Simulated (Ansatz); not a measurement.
PtSe:

```
Pt Se
1.0
     0.00000    2.79841    2.79841
     2.79841    0.00000    2.79841
     2.79841    2.79841    0.00000
Pt Se
1 1
Direct
  0.50000 0.50000 0.50000
  0.00000 0.00000 0.00000
```

The cell comes from a database or a generator and needn't be the stable form of this composition.

```yaml
Program: Ansatz 0.2.0
Task: relaxation of cell and atoms
Functional: HSE06
Potentials_or_basis: Ansatz PAW
Cutoff: "420 eV (not typed: the program's choice for these potentials)"
k_mesh: 4 × 4 × 4
Occupations: fermi-dirac, width 0.05 eV
Spin: no spin polarisation
```

At the start: volume 21.91 Å³/atom.

Problem. How do energy, volume and symmetry change on relaxing?

Solution. It ends after 6 steps and the volume is 17.93 Å³/atom (-18.2 %); space group Fm-3m (No. 225, to 0.05 Å).

The path:
```
step  energy change (eV)  largest force (eV/Å)  volume (Å³)
   1              0.0000                0.0000        43.83
   2             -0.4701                0.0000        37.73
   3             -0.4928                0.0000        34.74
   4             -0.5092                0.0000        36.00
   5             -0.5094                0.0000        35.86
   6             -0.5072                0.0000        35.86
```

Final structure:
```
CELL_PARAMETERS angstrom
0.00000 2.61741 2.61741
2.61741 0.00000 2.61741
2.61741 2.61741 0.00000
ATOMIC_POSITIONS crystal
Pt 0.50000 0.50000 0.50000
Se 0.00000 0.00000 0.00000
```

Caveat: the k mesh is coarse (spacing up to 0.49 Å⁻¹), so the values aren't converged, least of all with exact exchange; the volume moved by over 15 % at a fixed basis, so the end points are rough; the plane-wave basis is chosen anew once the cell has moved, so the energies of steps on either side of that aren't comparable; the PAW data sets come from PBE, with cores solved anew for the run's functional, which leaves a small shift of forces and pressure.
